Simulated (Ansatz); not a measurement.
# C2H2ClI: basis-set convergence

Aim: see how fast density functionals converge with the basis set for C2H2ClI.

Computed with Ansatz 0.2.0, Gaussian basis. Level: one geometry, several basis sets.

Plan: PBE0-D4/def2-SVP; ωB97M-V/def2-SVP; PBE0-D4/def2-QZVPP; ωB97M-V/def2-QZVPP; the functionals' def2-TZVPP values are taken from earlier runs.

**1. Structure used throughout**

All runs share one geometry, relaxed beforehand with PBE0-D4 in a triple-zeta def2 set. I takes the def2 core potential; no spin-orbit term is included.

SMILES `C=C(Cl)I`, 6 atoms, charge 0, spin multiplicity 1.

Atoms are counted from 1 here; the program's logs count them from 0.

Bond lengths: C1–C2 1.322 Å, C1–H5 1.081 Å, C1–H6 1.083 Å, C2–Cl3 1.715 Å, C2–I4 2.084 Å. Angles: C2–C1–H5 120.9°, C2–C1–H6 120.3°, H5–C1–H6 118.8°, C1–C2–Cl3 122.4°, C1–C2–I4 122.2°, Cl3–C2–I4 115.3°.

**2. PBE0-D4 in def2-SVP**

in.yaml reads:

```yaml
crystal:
  periodic: [false, false, false]
  atoms:
    - {symbol: C, position_ang: [0.677877, 0.329632, 0.312672]}
    - {symbol: C, position_ang: [-0.451140, -0.159901, -0.170485]}
    - {symbol: Cl, position_ang: [-1.971542, 0.581355, 0.115213]}
    - {symbol: I, position_ang: [-0.505787, -1.888123, -1.333858]}
    - {symbol: H, position_ang: [1.622837, -0.157969, 0.116183]}
    - {symbol: H, position_ang: [0.669755, 1.230905, 0.913974]}
basis:
  gaussian: {orbitals: def2-SVP}
hamiltonian: {xc: pbe0, dispersion: d4}
output: {orbitals: {seedname: orbitals}}
```

Started as:

```sh
$ ansatz run in.yaml --threads 2 --pin off --events-out ev --progress --plain --max-ram 4352MiB
```

Further steps of the session: ωB97M-V in def2-SVP; PBE0-D4 in def2-QZVPP; ωB97M-V in def2-QZVPP.

**Question.** What will the summary of the whole plan be? Wanted: PBE0-D4: double and triple zeta above quadruple; ωB97M-V: double and triple zeta above quadruple.

**Answer**, as computed:

| quantity | value |
| --- | --- |
| PBE0-D4: double and triple zeta above quadruple | 7.52, 0.52 eV |
| ωB97M-V: double and triple zeta above quadruple | 7.57, 0.49 eV |

**Reading.** PBE0-D4 gains 7.00 eV from double to triple zeta, then 0.52 eV more. These are total energies; as a rule much of such shifts cancels in differences, which this series doesn't test.
